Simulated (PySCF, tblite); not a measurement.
# C₈H₁₄Si: geometry, infrared bands and NMR shifts

What infrared bands and NMR shifts should C₈H₁₄Si (`CC1=C[C@@H]1[C@]1(C)CC[SiH2]1`) show?

The runs use tblite 0.8.0 and PySCF 2.14.0, with density-fitted response routines of our own; the level of theory stands in each step. All values are computed, except where a source is named. Atoms are numbered from 0 throughout.

**1. Starting geometry**

23 atoms, charge 0, multiplicity 1; geometry from: force field or distance geometry start.

Bonds of the start (Å): C0–C1 1.51, C1–C2 1.33, C2–C3 1.50, C3–C4 1.49, C4–C5 1.53, C4–C6 1.51, C6–C7 1.51, C7–Si8 1.85, C3–C1 1.48, Si8–C4 1.86, C0–H9 1.10, C0–H10 1.11, C0–H11 1.11, C2–H12 1.08, C3–H13 1.11, C5–H14 1.09, C5–H15 1.11, C5–H16 1.12, C6–H17 1.10, C6–H18 1.12, C7–H19 1.10, C7–H20 1.13, Si8–H21 1.44, Si8–H22 1.44.

**2. Optimising the geometry with GFN2-xTB**

The job: settings as JSON, then the geometry in Å.

```
{"job": {"kind": "relax", "xc": "GFN2-xTB", "basis": "xTB"}, "charge": 0, "multiplicity": 1}
C      3.215900    -0.083900    -0.475900
C      1.968800    -0.318000     0.348500
C      1.202700    -1.099900     1.108700
C      0.738500     0.308800     0.876900
C     -0.500700     0.377200     0.050700
C     -0.339600     1.146600    -1.256800
C     -1.755500     0.818900     0.756300
C     -2.646500    -0.252100     0.184700
Si    -1.185800    -1.343400    -0.153300
H      2.942300     0.667800    -1.235300
H      4.023000     0.259400     0.211700
H      3.570100    -1.037600    -0.923600
H      1.068500    -2.086300     1.539300
H      0.806200     0.969600     1.768000
H     -0.011500     0.449400    -2.031500
H     -1.280200     1.663800    -1.549400
H      0.405300     1.954700    -1.053800
H     -1.715700     0.848700     1.858900
H     -2.095700     1.801600     0.346200
H     -3.162500     0.018600    -0.743000
H     -3.339500    -0.681700     0.960600
H     -0.868400    -2.244800     0.923900
H     -1.044500    -1.837500    -1.501800
```

Command:

```sh
> OMP_NUM_THREADS=1 python probes_run.py task.json out
```

This one command runs all jobs of the session in turn.

**Question.** This job is followed by: GFN2-xTB harmonic vibrations, gas phase; GIAO PBE0/pcSseg-1 NMR shielding, non-relativistic, gas phase. Predict these results of the whole session: strongest single infrared mode (GFN2-xTB); zero-point energy (GFN2-xTB); ¹³C shifts against TMS (PBE0/pcSseg-1); ¹H shifts against TMS (PBE0/pcSseg-1, means over atoms taken as alike); ²⁹Si shifts against TMS (PBE0/pcSseg-1).

The runs gave:

| quantity | value |
| --- | --- |
| strongest single infrared mode (GFN2-xTB) | 2248 cm⁻¹, 429 km/mol |
| zero-point energy (GFN2-xTB) | 118.9 kcal/mol |
| ¹³C shifts against TMS (PBE0/pcSseg-1) | 135.9, 119.1, 46.5, 36.4, 32.7, 28.7, 15.3, 0.4 ppm |
| ¹H shifts against TMS (PBE0/pcSseg-1, means over atoms taken as alike) | 7.13, 4.30, 4.10, 2.31, 2.27, 1.90, 1.43, 1.40, 1.36, 1.04 ppm |
| ²⁹Si shifts against TMS (PBE0/pcSseg-1) | -37.7 ppm |

**Reading.** The optimisation took 203 steps and gained 1.101 eV; among the close pairs (by a distance rule), C4–Si8 changed most, from 1.863 to 1.925 Å. No mode is imaginary among the 63: a minimum at this level. The strongest single mode, at 2248 cm⁻¹, moves mainly H22. Unscaled tight-binding wavenumbers are off by several per cent, some by more. Its intensities can rank the bands wrongly. H12 (hydrogen on an alkene CH) lies farthest downfield among hydrogen, at 7.13 ppm; attached to an sp2 carbon and in the plane of the double bond. At PBE0/pcSseg-1: Shielding is most anisotropic at C1 (span 265 ppm, paramagnetic term -215 ppm).
